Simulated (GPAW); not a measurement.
A run of GPAW 26.7.0 is set up as follows.

The input run.py:

```python
from ase import Atoms
from ase.dft.bandgap import bandgap
from ase.io import write
from ase.units import Bohr, GPa
from gpaw import GPAW, PW, setup_paths
from gpaw.elf import elf_from_dft_calculation

setup_paths.insert(0, '.')

atoms = Atoms(['Pt', 'Pt', 'Pt', 'Rh'],
              cell=[[-1.95599501, 1.95599501, 3.92846575],
                    [1.95599501, -1.95599501, 3.92846575],
                    [1.95599501, 1.95599501, -3.92846575]],
              scaled_positions=[[0.5, 0.5, 0.0],
                                [0.25, 0.75, 0.5],
                                [0.75, 0.25, 0.5],
                                [0.0, 0.0, 0.0]],
              pbc=True)

calc = GPAW(mode=PW(600),
            xc='PBEsol',
            kpts={'size': (10, 10, 10), 'gamma': True},
            occupations={'name': 'fermi-dirac', 'width': 0.05},
            nbands=54,
            convergence={'density': 1e-05, 'energy': 1e-05},
            maxiter=150,
            txt='gpaw.txt')
atoms.calc = calc
energy = atoms.get_potential_energy()
forces = atoms.get_forces()
stress = atoms.get_stress()
calc.write('gs.gpw')
write('result.traj', atoms)
print(f'Energy: {energy:.6f} eV')
print('Forces (eV/A):')
print(forces.round(4))
print('Stress (GPa):', (stress / GPa).round(3))
print('Fermi level:', round(calc.get_fermi_level(), 4), 'eV')
print(f'Gap: {bandgap(calc)[0]:.4f} eV, direct: {bandgap(calc, direct=True)[0]:.4f} eV')

# fields on the real-space grid
write('density.cube', atoms, data=calc.get_pseudo_density() * Bohr**3)
write('potential.cube', atoms, data=calc.get_electrostatic_potential())
write('elf.cube', atoms, data=elf_from_dft_calculation(calc).data)
```

Potentials or basis: PAW data sets generated in the run's folder for this functional, pw.

Launch:

```sh
$ gpaw-setup -f PBEsol Pt Rh
$ OMP_NUM_THREADS=1 python run.py
```

**Question.** Estimate the band gap on the k mesh.

**Answer.** None (metal or under the smearing width).

**Question.** Estimate the pressure.

**Answer.** -6.4 GPa.

Stress tensor (GPa, compression positive):
```
-6.24  0.00  0.00
 0.00 -6.24  0.00
 0.00  0.00 -6.62
```

Spin-orbit coupling is left out, which matters for the levels of Pt.
